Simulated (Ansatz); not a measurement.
# Al: the cost of one run

Program: Ansatz 0.2.0. Level of theory: DFT LDA+D3(BJ), scalar-relativistic, plane waves, PAW. These are calculated values, not measurements.

10 further runs of the same task are left out: 10 set aside as unsound or not needed.

### 1 The structure to begin with

It takes space group P6_3/mmc (No. 194, hexagonal). The conventional cell has a = 2.775 Å, b = 2.775 Å, c = 9.107 Å, α = 90.00°, β = 90.00°, γ = 120.00°. Around Al (site symmetry -3m) lie 12 Al at 2.77 to 2.78 Å. Around Al (site symmetry -6m2) lie 12 Al at 2.77 to 2.78 Å.

Structure file:

```cif
data_structure
_symmetry_space_group_name_H-M 'P 1'
_symmetry_Int_Tables_number 1
_cell_length_a 2.7749
_cell_length_b 2.7749
_cell_length_c 9.1066
_cell_angle_alpha 90.000
_cell_angle_beta 90.000
_cell_angle_gamma 120.000
_cell_volume 60.73
loop_
_atom_site_label
_atom_site_type_symbol
_atom_site_fract_x
_atom_site_fract_y
_atom_site_fract_z
_atom_site_occupancy
Al1 Al 0.00000 0.00000 0.00000 1
Al2 Al 0.33333 0.66667 0.25000 1
Al3 Al 0.00000 0.00000 0.50000 1
Al4 Al 0.66667 0.33333 0.75000 1
```

It goes back to an entry of the Materials Project, which need not be the stable form.

This cell was relaxed beforehand with the same method: volume 15.18 Å³/atom, gap on the mesh none (metal).

### 2 The scan

The energy is mapped over a normal mode and a strain (zone-centre modes of the cell shown) (x along [1 0 0], y along [1 2 0], z along [0 0 1] of the conventional cell).

The axes are (1) amplitude of mode 4 (93 cm⁻¹), largest displacement in the unstrained cell: 11 values from −0.588 Å; (2) equal normal strain along x and y: 7 values from −4.00 %.

Nothing else is relaxed (the pattern is fixed in fractional coordinates). Energies count from the relaxed high-symmetry cell. Points are written as (first, second).

The modes come from a phonon run on the reference cell, made beforehand.

Displacement patterns for an amplitude of 1 (Å):

| atom | x1 | y1 | z1 |
| --- | --- | --- | --- |
| Al1 | 1.000 | 0.000 | 0.000 |
| Al2 | 0.000 | 0.000 | 0.000 |
| Al3 | -1.000 | 0.000 | 0.000 |
| Al4 | 0.000 | 0.000 | 0.000 |

### 3 The run at (0.000 Å, −4.00 %)

The input, input.yaml:

```yaml
crystal:
  lattice:
    - [2.6639375744, 0.0, 0.0]
    - [-1.3319687872, 2.3070376135, 0.0]
    - [0.0, 0.0, 9.1065785895]
  atoms:
    - { symbol: Al, position: [0.0, 0.0, 0.0] }
    - { symbol: Al, position: [0.3333333333, 0.6666666667, 0.25] }
    - { symbol: Al, position: [0.0, 0.0, 0.5] }
    - { symbol: Al, position: [0.6666666667, 0.3333333333, 0.75] }
basis:
  ecutwfc: 420
kpoints:
  mp_grid: { grid: [18, 18, 6] }
hamiltonian:
  xc: lda
  pseudopotentials: { kind: paw, azcp: { folder: soft_1 } }
  dispersion: d3bj
scf:
  occupations: { method: gaussian, width: 0.15 }
output:
  forces: true
  stress: true
  eigenvalues: true
  write_density: true
  write_potential: true
  elf: true
  volumetric_format: npy
```

On the command line:

```
> ansatz run input.yaml --threads 2 --pin off --max-ram 4096MiB --backend cpu --events-out ev --progress --plain --runs-dir out
```

Q: Estimate wall time and peak memory on 2 threads of Arm Neoverse N1, shared host.

About 5.5 s, with a peak of 0.34 GiB.
